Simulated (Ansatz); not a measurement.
## SnSe2 in Ansatz: the effect of functional

SnSe2:

```
Sn Se
1.0
     3.81100    0.00000    0.00000
    -1.90550    3.30042    0.00000
     0.00000    0.00000    6.13600
Sn Se
1 2
Cartesian
  0.0000 0.0000 0.0000
  1.9055 1.1001 4.6081
  0.0000 2.2003 1.5279
```

Alike in all runs:

| Property | Result |
| --- | --- |
| Program | Ansatz 0.2.0 |
| Task | projected density of states |
| Potentials or basis | Ansatz PAW |
| k mesh | 5 × 5 × 3 |
| Occupations | fermi-dirac, width 0.05 eV |
| Spin | no spin polarisation |

```csv
functional,cutoff,gap on the mesh (eV),pressure (GPa),largest force (eV/Å)
LDA,420 eV (not typed: the program's choice for these potentials),0.66,0.9,0.43
PBEsol,420 eV (not typed: the program's choice for these potentials),0.72,2.6,0.55
RPBE,420 eV (not typed: the program's choice for these potentials),?,?,?
revPBE,420 eV (not typed: the program's choice for these potentials),0.86,7.0,0.78
BLYP,420 eV (not typed: the program's choice for these potentials),0.79,9.7,1.01
r2SCAN,500 eV (not typed: the program's choice for these potentials),1.09,3.7,0.48
HSE06,420 eV (not typed: the program's choice for these potentials),1.53,2.9,0.30
PBE0,420 eV (not typed: the program's choice for these potentials),2.20,2.7,0.29
r2SCAN0,500 eV (not typed: the program's choice for these potentials),2.38,1.7,0.16
```

Task: What does the run with functional RPBE give?

Result: gap on the mesh 0.88 eV; pressure 7.5 GPa; largest force 0.79 eV/Å.

Caveats: odd divisions of the mesh miss points on the zone boundary, where band edges often lie, so the gap on the mesh can be too wide; spin-orbit coupling is left out, which moves the levels of the heavy elements; the PAW data sets come from PBE, with cores solved anew for the run's functional, which leaves a small shift of forces and pressure; the density of states is complete only up to the lowest level of the last band computed; this functional lacks dispersion, which binds the layers, so the pressure and a relaxed spacing across them are unreliable (some runs); the thresholds are loose for stress (some runs); forces of over 1 eV/Å show positions far from the minimum, so gaps and moduli don't describe the material at rest (some runs).

A k mesh can miss the band edges.

Runs at the PBE level aren't shown here.
